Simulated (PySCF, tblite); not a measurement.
# C4H13BN2Si: geometry, infrared bands and NMR shifts

Aim: predict the infrared bands and NMR shifts of C4H13BN2Si (`BCN1CCN(C)[SiH2]1`).

Programs: tblite 0.8.0 and PySCF 2.14.0, with density-fitted response routines of our own. Each step states its level of theory. These are calculated values for one molecule in the gas phase, unless marked as measured. Atoms are numbered from 0 throughout.

## Step 1: Starting geometry

21 atoms, charge 0, multiplicity 1; geometry from: force field or distance geometry start.

Bonds of the start (Å): B0–C1 1.60, C1–N2 1.40, N2–C3 1.41, C3–C4 1.53, C4–N5 1.46, N5–C6 1.43, N5–Si7 1.82, Si7–N2 1.80, B0–H8 1.20, B0–H9 1.19, C1–H10 1.11, C1–H11 1.13, C3–H12 1.14, C3–H13 1.11, C4–H14 1.13, C4–H15 1.09, C6–H16 1.10, C6–H17 1.10, C6–H18 1.10, Si7–H19 1.46, Si7–H20 1.45.

## Step 2: Relaxing the molecule with GFN2-xTB

What the job is given:

```
{"job": {"kind": "relax", "xc": "GFN2-xTB", "basis": "xTB"}, "charge": 0, "multiplicity": 1}
B      2.845500     1.231400    -0.277100
C      2.129300    -0.100700     0.253400
N      0.978300    -0.434700    -0.479400
C      0.247600    -1.590200    -0.117600
C     -1.050800    -1.174900     0.566000
N     -1.699700    -0.219400    -0.334900
C     -2.799900     0.488500     0.243500
Si    -0.255800     0.870800    -0.549100
H      2.180400     2.186700    -0.554100
H      3.904800     1.484500     0.199500
H      1.995800    -0.089600     1.355800
H      2.873300    -0.933600     0.059900
H      0.876600    -2.191100     0.615700
H     -0.025400    -2.237500    -0.982300
H     -0.708100    -0.582600     1.465400
H     -1.721300    -1.994000     0.817600
H     -2.896600     0.202000     1.300100
H     -2.685200     1.578200     0.112300
H     -3.719800     0.216300    -0.300900
H     -0.272600     1.553600    -1.837200
H     -0.205200     1.753200     0.597600
```

Started as:

```console
$ OMP_NUM_THREADS=1 python probes_run.py task.json out
```

The driver reads the jobs from task.json and runs them one after another.

**Question.** This job is followed by: GFN2-xTB harmonic vibrations, gas phase; GIAO PBE0/pcSseg-1 NMR shielding, non-relativistic, gas phase. What will the session give for the following? strongest single infrared mode (GFN2-xTB); zero-point energy (GFN2-xTB); 13C shifts against TMS (PBE0/pcSseg-1); 1H shifts against TMS (PBE0/pcSseg-1, means over atoms taken as alike); 11B shifts against BF3·OEt2 (PBE0/pcSseg-1); 15N shifts against NH3 (PBE0/pcSseg-1); 29Si shifts against TMS (PBE0/pcSseg-1).

As calculated:

| quantity | value |
| --- | --- |
| strongest single infrared mode (GFN2-xTB) | 2162 cm⁻¹, 470 km/mol |
| zero-point energy (GFN2-xTB) | 105.1 kcal/mol |
| 13C shifts against TMS (PBE0/pcSseg-1) | 59.6, 57.8, 55.9, 36.1 ppm |
| 1H shifts against TMS (PBE0/pcSseg-1, means over atoms taken as alike) | 7.96, 5.24, 3.58, 3.05, 3.03, 2.72 ppm |
| 11B shifts against BF3·OEt2 (PBE0/pcSseg-1) | 88.0 ppm |
| 15N shifts against NH3 (PBE0/pcSseg-1) | 33.6, 25.4 ppm |
| 29Si shifts against TMS (PBE0/pcSseg-1) | -30.5 ppm |

What this shows: The optimisation took 126 steps and gained 1.419 eV; among the close pairs (by a distance rule), N5–Si7 changed most, from 1.822 to 1.719 Å. All 57 modes are real, so the xTB geometry is a minimum. The strongest single mode, at 2162 cm⁻¹, moves mainly H20. GFN2-xTB is a fitted tight-binding method: band positions and strengths are rough. Its intensities can rank the bands wrongly. The most deshielded carbon is C1 (sp3 CH2 bonded to B and N), at 59.6 ppm: deshielded by the electronegative neighbour. At PBE0/pcSseg-1: The largest span, 191 ppm, is at B0, where the paramagnetic term is -181 ppm.
